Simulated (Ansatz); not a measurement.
# C2H7InO: how energies converge with the basis set

An exercise on one series of results from a longer session: the logs are not shown, and one member is left open.

Computed with Ansatz 0.2.0, Gaussian basis. Level: one geometry, several basis sets.

The runs, in order: PBE0-D4/def2-SVP; ωB97M-V/def2-SVP; PBE0-D4/def2-QZVPP; ωB97M-V/def2-QZVPP; the functionals' def2-TZVPP values are taken from earlier runs.

### Structure used throughout

An earlier PBE0-D4 in a triple-zeta def2 set relaxation fixed the geometry. In takes the def2 core potential; no spin-orbit term is included.

SMILES `C[CH](O)[InH2]`, 11 atoms, charge 0, spin multiplicity 1.

Atoms are counted from 1 here; the program's logs count them from 0.

Bond lengths: C1–C2 1.510 Å, C1–H5 1.094 Å, C1–H6 1.100 Å, C1–H7 1.093 Å, C2–O3 1.432 Å, C2–In4 2.187 Å, C2–H8 1.097 Å, O3–H9 0.964 Å, In4–H10 1.731 Å, In4–H11 1.728 Å. Angles: C2–C1–H5 110.9°, C2–C1–H6 111.2°, C2–C1–H7 111.7°, H5–C1–H6 107.1°, H5–C1–H7 108.1°, H6–C1–H7 107.6°, C1–C2–O3 111.8°, C1–C2–In4 116.4°, C1–C2–H8 109.8°, O3–C2–In4 97.8°, O3–C2–H8 109.8°, In4–C2–H8 110.7°, C2–O3–H9 109.2°, C2–In4–H10 117.7°, C2–In4–H11 121.1°, H10–In4–H11 121.1°.

The first run:

Input file in.yaml:

```yaml
crystal:
  periodic: [false, false, false]
  atoms:
    - {symbol: C, position_ang: [-0.702466, 1.110056, 0.397188]}
    - {symbol: C, position_ang: [-0.252977, -0.329796, 0.328316]}
    - {symbol: O, position_ang: [0.818582, -0.597539, 1.240406]}
    - {symbol: In, position_ang: [0.762006, -0.944481, -1.508724]}
    - {symbol: H, position_ang: [-1.530061, 1.294914, -0.294283]}
    - {symbol: H, position_ang: [-1.060161, 1.366891, 1.404858]}
    - {symbol: H, position_ang: [0.108285, 1.799076, 0.147783]}
    - {symbol: H, position_ang: [-1.099388, -0.993506, 0.544730]}
    - {symbol: H, position_ang: [0.540982, -0.362548, 2.132958]}
    - {symbol: H, position_ang: [1.727933, 0.235494, -2.327959]}
    - {symbol: H, position_ang: [0.687263, -2.578570, -2.065263]}
basis:
  gaussian: {orbitals: def2-SVP}
hamiltonian: {xc: pbe0, dispersion: d4}
output: {orbitals: {seedname: orbitals}}
```

Run with:

```
> ansatz run in.yaml --threads 4 --pin off --events-out ev --progress --plain --max-ram 10444MiB
```

Steps of the session up to this table: PBE0-D4 in def2-SVP; ωB97M-V in def2-SVP; PBE0-D4 in def2-QZVPP; ωB97M-V in def2-QZVPP.

One table of the session follows, with a row left open; its other results are not shown here.

It belongs to the step «Functionals by basis». 

| functional | basis | HOMO (eV) | LUMO (eV) |
| --- | --- | --- | --- |
| PBE0-D4 | def2-SVP | -6.78 | -1.38 |
| PBE0-D4 | def2-TZVPP | -6.85 | -1.49 |
| PBE0-D4 | def2-QZVPP | -6.88 | -1.51 |
| ωB97M-V | def2-SVP | -8.92 | 0.18 |
| ωB97M-V | def2-TZVPP | -9.02 | -0.05 |
| ωB97M-V | def2-QZVPP | ? | ? |

**Question.** Estimate the row for ωB97M-V, def2-QZVPP.

As computed: HOMO (eV): -9.04; LUMO (eV): -0.11. In the column «HOMO (eV)» it is the lowest.
